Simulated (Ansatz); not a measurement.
## Be3Si and its elements: a formation energy from the elements, step by step

Computed with Ansatz 0.2.0 through its Python package.

Run as a notebook:

In [1]:
```python
from collections import Counter
import warnings

import ansatz as az
import numpy as np

ECUT = 550
KSPACING = 0.33
OCCUPATIONS = 'fermi_dirac'
SMEARING_WIDTH = 0.02
```

In [2]:
```python
PHASES = {
    'Be3Si': (
        [(-1.70557, 1.70557, 3.42313), (1.70557, -1.70557, 3.42313), (1.70557, 1.70557, -3.42313)],
        [
            ('Be', (0.75, 0.25, 0.5)),
            ('Be', (0.25, 0.75, 0.5)),
            ('Be', (0.5, 0.5, 0.0)),
            ('Si', (0.0, 0.0, 0.0)),
        ],
    ),
    'Be': (
        [(2.2853, 0.0, 0.0), (-1.14265, 1.97913, 0.0), (0.0, 0.0, 3.5842)],
        [
            ('Be', (1 / 3, 2 / 3, 0.25)),
            ('Be', (2 / 3, 1 / 3, 0.75)),
        ],
    ),
    'Si': (
        [(0.0, 2.71356, 2.71356), (2.71356, 0.0, 2.71356), (2.71356, 2.71356, 0.0)],
        [
            ('Si', (0.75, 0.75, 0.75)),
            ('Si', (0.5, 0.5, 0.5)),
        ],
    ),
}
```

In [3]:
```python
def build(vectors, sites):
    crystal = az.Crystal(lattice=az.Lattice.of(vectors))
    for symbol, position in sites:
        crystal = crystal.atom(symbol, position)
    return crystal
```

In [4]:
```python
def compute(name, crystal):
    calc = (
        crystal.calculation()
        .functional(az.Functional.R2SCAN)
        .basis(ECUT)  # cutoff of the orbital basis
        .kpoints(spacing=KSPACING)
        .occupations(OCCUPATIONS, width=SMEARING_WIDTH)  # the run then minimises F = E - TS
        .stress()  # positive in compression
    )
    calc = calc.relax(force_tolerance=0.02, fix_cell=['shape'])
    return calc.run()


def counts(outcome):
    return Counter(site.symbol for site in outcome.lattice.sites)
```

In [5]:
```python
def formation_energy(outcome, mu):
    n = counts(outcome)
    return (outcome.report['energy_sigma0_ev'] - sum(k * mu[element] for element, k in n.items())) / sum(n.values())
```

In [6]:
```python
def volume_per_atom(outcome):
    return abs(np.linalg.det(outcome.lattice.cell_ang)) / len(outcome.lattice.sites)
```

In [7]:
```python
warnings.simplefilter('ignore', az.DeckWarning)

phases = {name: build(*cell) for name, cell in PHASES.items()}
```

In [8]:
```python
done = {name: compute(name, crystal) for name, crystal in phases.items()}
```

In [9]:
```python
# chemical potentials of the elements at zero temperature
references = {'Be': 'Be', 'Si': 'Si'}
mu = {element: done[name].report['energy_sigma0_ev'] / len(done[name].lattice.sites) for element, name in references.items()}
```

In [10]:
```python
target = done['Be3Si']
heat = formation_energy(target, mu)
for element, value in mu.items():
    print(f'mu({element}) = {value:.4f} eV from {references[element]}, {volume_per_atom(done[references[element]]):.2f} A^3/atom')
print(f'formation energy of Be3Si: {heat:.4f} eV/atom = {96.4853 * heat:.1f} kJ/mol of atoms')
```
```text
mu(Be) = -93.3228 eV from Be, 7.93 A^3/atom
mu(Si) = -639.0628 eV from Si, 20.17 A^3/atom
formation energy of Be3Si: 0.2928 eV/atom = 28.2 kJ/mol of atoms
```

The formation energy is +0.293 eV an atom (+28.3 kJ per mole of atoms), so Be3Si lies above the reference phases.

Notes:
- Total energies depend on the potentials; only differences at equal settings carry meaning.
- For the metals among these phases the mesh is modest: differences between phases can be off by up to 40 meV an atom.
- Atoms and volume are relaxed with the cell's shape held, which in cells of lower than cubic symmetry can hide stresses and shift volumes.
- The cells come from databases of deposited and of computed structures, and not all need be stable phases.
- The compound is the structure given, not necessarily its lowest; energies are at zero temperature, with no correction for gases. A semilocal functional's error on such energies is often 0.05 to 0.1 eV an atom, and 0.1 to 0.3 eV against gases such as O2 or F2.
- It ran for 22 s on 1 thread of Arm Neoverse V2, with other jobs on the host, peak memory 0.62 GiB.

(Lines on the test bed's own set-up are left out of the output.)
